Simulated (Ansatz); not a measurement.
# Mn: the cost of one run

Computed with Ansatz 0.2.0 (the levels named in each step, unless a step's input says otherwise).

**1. The starting structure**

Structure file:

```xyz
1

Mn    0.0000    0.0000    0.0000
```

**2. Single point, PBE0/def2-TZVPP**

input.yaml reads:

```yaml
crystal:
  periodic: [false, false, false]
  atoms:
    - { symbol: Mn, position_ang: [0.0, 0.0, 0.0] }
magnetization:
  spin_polarized: true
  initial_magnetization: 6
total_charge: 1
basis:
  gaussian: { orbitals: def2-TZVPP }
hamiltonian:
  xc: pbe0
```

The run is started by

```sh
ansatz run input.yaml --threads 2 --pin off --max-ram 5120MiB --backend cpu --events-out ev --progress --plain --runs-dir out
```

Q: Estimate wall time and peak memory on 2 threads of Arm Neoverse N1, shared host.

About 1 s, with a peak of 0.11 GiB.
